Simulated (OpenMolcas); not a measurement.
# One shape, several levels: AlNH2ClF (SMILES [NH2][Al]([F])[Cl])

We compute a comparison of 6 runs (HF/aug-cc-pVDZ, BHLYP/aug-cc-pVDZ, BLYP/aug-cc-pVDZ, PBE0/aug-cc-pVDZ, SVWN5/aug-cc-pVDZ, CCSD(T)/aug-cc-pVDZ) of AlNH2ClF. 

The calculation is run with OpenMolcas 26.06.

1 further run of the same task is left out (set aside as unsound or not needed).

## (1) The system as given

The species is AlNH2ClF (6 atoms), meant as a singlet with charge 0. As SMILES, `[NH2][Al]([F])[Cl]`. The N1–H5 distance was set to 1.510 Å, away from the relaxed value. At this shape a bond of the SMILES string is far longer than usual.

Bond lengths: N1–Al2 1.746 Å, Al2–F3 1.641 Å, Al2–Cl4 2.079 Å, N1–H6 1.006 Å. Angles: N1–Al2–F3 119.8°, N1–Al2–Cl4 121.2°, F3–Al2–Cl4 119.0°, Al2–N1–H6 124.3°. A long bond or contact: N1–H5 1.510 Å.

## (2) The energy at HF/aug-cc-pVDZ (run 1)

The input, coord.xyz:

```xyz
6

N     -0.291616     0.643119    -0.351130
Al    -0.026816    -1.078581    -0.233030
F      0.862484    -1.684981     1.005770
Cl    -0.820416    -2.388881    -1.638930
H      0.246300     1.661500     0.624800
H     -0.824416     1.086519    -1.080230
```

The input, calc.input:

```
>>> EXPORT MOLCAS_PRINT=2
&GATEWAY
BasLib=$CurrDir
Coord=coord.xyz
Basis=aug-cc-pVDZ
Group=NoSym
&SEWARD
&SCF
Thresholds=1e-10 1e-07 1e-07 1e-05
PrOrbitals=0
```

The basis set aug-cc-pVDZ is read from a file made from the Basis Set Exchange's data (not shown).

The run is started by

```bash
$ export MOLCAS_MEM=1860
$ pymolcas calc.input > calc.log
```

Standard output:

```text
--- Start Module: gateway ---
[...]
--- Stop Module: gateway /rc=_RC_ALL_IS_WELL_ ---
--- Start Module: seward ---
[...]
      Basis functions          118
--- Stop Module: seward /rc=_RC_ALL_IS_WELL_ ---
[...]
--- Start Module: scf ---
[...]
       Convergence after  14 Iterations
[...]
::    Total SCF energy                               -856.5944060084
[...]
      Total spin, S                                     0.0000000000
[...]
      Total electronic charge=   48.000000
      Total            charge=   -0.000000
[...]
      Dipole Moment (debye):
      Origin of the operator (angstrom)=   -0.1825   -1.3703   -0.5143
                   X= -3.8621E-01               Y=  2.5660E+00               Z= -1.6349E-01           Total=  2.6001E+00
      Quadrupole Moment (debye*angstrom):
[...]
--- Stop Module: scf /rc=_RC_ALL_IS_WELL_ ---
[...]
```

It took 18 s on 1 thread of Intel Xeon Platinum 8488C (Sapphire Rapids), shared host; peak memory 0.74 GiB.

## (3) The energy at BHLYP/aug-cc-pVDZ (run 2)

The input, calc.inp:

```
* AlClFH2N Kohn-Sham DFT
>>> EXPORT MOLCAS_PRINT=2

&GATEWAY
 BasLib=$CurrDir
 Coord
 6
 angstrom
 N       -0.291616       0.643119      -0.351130
 Al      -0.026816      -1.078581      -0.233030
 F        0.862484      -1.684981       1.005770
 Cl      -0.820416      -2.388881      -1.638930
 H        0.246300       1.661500       0.624800
 H       -0.824416       1.086519      -1.080230
 Basis=aug-cc-pVDZ
 Group=NoSym

&SEWARD
 GridInput
 Grid=UltraFine
 End of Grid

&SCF
 KSDFT=HYB_GGA_XC_BHANDHLYP
 Thresholds=1e-10 1e-07 1e-07 1e-05
 PrOrbitals=1 2
```

The basis set aug-cc-pVDZ is read from a file made from the Basis Set Exchange's data (not shown).

The run is started by

```bash
$ export MOLCAS_MEM=1860
$ pymolcas calc.inp > calc.log
```

Standard output:

```text
--- Start Module: gateway ---
[...]
--- Stop Module: gateway /rc=_RC_ALL_IS_WELL_ ---
--- Start Module: seward ---
[...]
      Basis functions          118
--- Stop Module: seward /rc=_RC_ALL_IS_WELL_ ---
[...]
--- Start Module: scf ---
[...]
       Convergence after  13 Iterations
[...]
::    Total KS-DFT energy                            -858.4860237717
[...]
      Total spin, S                                     0.0000000000
[...]
      Total electronic charge=   48.000000
      Total            charge=   -0.000000
[...]
      Dipole Moment (debye):
      Origin of the operator (angstrom)=   -0.1825   -1.3703   -0.5143
                   X= -3.8854E-01               Y=  2.5680E+00               Z= -1.6655E-01           Total=  2.6026E+00
      Quadrupole Moment (debye*angstrom):
[...]
--- Stop Module: scf /rc=_RC_ALL_IS_WELL_ ---
[...]
```

It took 42 s on 1 thread of Intel Xeon Platinum 8488C (Sapphire Rapids), shared host; peak memory 0.74 GiB.

Runs 3 to 5 aren't shown in full; the table further down has their settings and results.

## (4) The energy at CCSD(T)/aug-cc-pVDZ (Cholesky decomposition) (run 6)

The input, calc.input:

```
&gateway
baslib=$CurrDir
coord
6
angstrom
N       -0.291616       0.643119      -0.351130
Al      -0.026816      -1.078581      -0.233030
F        0.862484      -1.684981       1.005770
Cl      -0.820416      -2.388881      -1.638930
H        0.246300       1.661500       0.624800
H       -0.824416       1.086519      -1.080230
basis=aug-cc-pVDZ
group=NoSym
&seward
high
&scf
thresholds=1e-10 1e-07 1e-07 1e-05
prorbitals=1
&chcc
frozen=12
threshold=1e-08
maxiterations=80
&cht3
frozen=12
```

The basis set aug-cc-pVDZ is read from a file made from the Basis Set Exchange's data (not shown).

The run is started by

```bash
$ export MOLCAS_MEM=1860
$ pymolcas calc.input > calc.log
```

Standard output:

```text
--- Start Module: gateway ---
[...]
--- Stop Module: gateway /rc=_RC_ALL_IS_WELL_ ---
[...]
      Basis functions          118
[...]
       Convergence after  14 Iterations
[...]
::    Total SCF energy                               -856.5944059622
[...]
      Total spin, S                                     0.0000000000
[...]
      Total electronic charge=   48.000000
      Total            charge=   -0.000000
[...]
      Dipole Moment (debye):
      Origin of the operator (angstrom)=   -0.1825   -1.3703   -0.5143
                   X= -3.8621E-01               Y=  2.5660E+00               Z= -1.6349E-01           Total=  2.6001E+00
      Quadrupole Moment (debye*angstrom):
[...]
--- Start Module: chcc ---
[...]
--- Stop Module: chcc /rc=_RC_ALL_IS_WELL_ ---
[...]
--- Start Module: cht3 ---
[...]
--- Stop Module: cht3 /rc=_RC_ALL_IS_WELL_ ---
[...]
```

Run time: 9.9 min. Hardware: 1 thread of Intel Xeon Platinum 8488C (Sapphire Rapids), shared host; peak memory 0.25 GiB.

## (5) Overview of the runs

```tsv
run	level	integration grid	integral approximation	energy (Eh)	dipole moment (D) of the reference	HOMO energy (eV)	LUMO energy (eV)	wall time
1	HF/aug-cc-pVDZ	–	none	-856.594406	2.60	-11.46	0.48	18 s
2	BHLYP/aug-cc-pVDZ	UltraFine	none	-858.486024	2.60	-9.27	-1.25	42 s
3	BLYP/aug-cc-pVDZ	UltraFine	none	-858.529927	2.46	-6.40	-3.01	50 s
4	PBE0/aug-cc-pVDZ	UltraFine	none	-858.126570	2.60	-7.92	-2.08	45 s
5	SVWN5/aug-cc-pVDZ	UltraFine	none	-854.931929	2.68	-6.65	-3.13	40 s
6	CCSD(T)/aug-cc-pVDZ (Cholesky decomposition)	–	CD high	-857.246999	2.60	-11.46	0.48	9.9 min
```

## (6) Results

```
                                           quantity          value
                                run 6: total energy  -857.24700 Eh
          run 6: dipole moment (mean-field density)         2.60 D
         run 6: HOMO energy (Hartree–Fock orbitals)      -11.46 eV
         run 6: LUMO energy (Hartree–Fock orbitals)        0.48 eV
       run 6: HOMO–LUMO gap (Hartree–Fock orbitals)       11.94 eV
run 6: correlation energy (12 core orbitals frozen)     -652.6 mEh
                              run 6: (T) correction     -18.49 mEh
```

**Reading.** Over runs 1, 2, 3, 4, 5 the dipole moment (its size) runs from 2.46 D (BLYP/aug-cc-pVDZ) to 2.68 D (SVWN5/aug-cc-pVDZ). Over runs 1, 2, 3, 4, 5 the HOMO–LUMO gap runs from 3.39 eV (BLYP/aug-cc-pVDZ) to 11.94 eV (HF/aug-cc-pVDZ). Exact exchange widens orbital gaps. Totals of different functionals can't be ranked against each other. All runs together took 13 min, the longest 9.9 min.
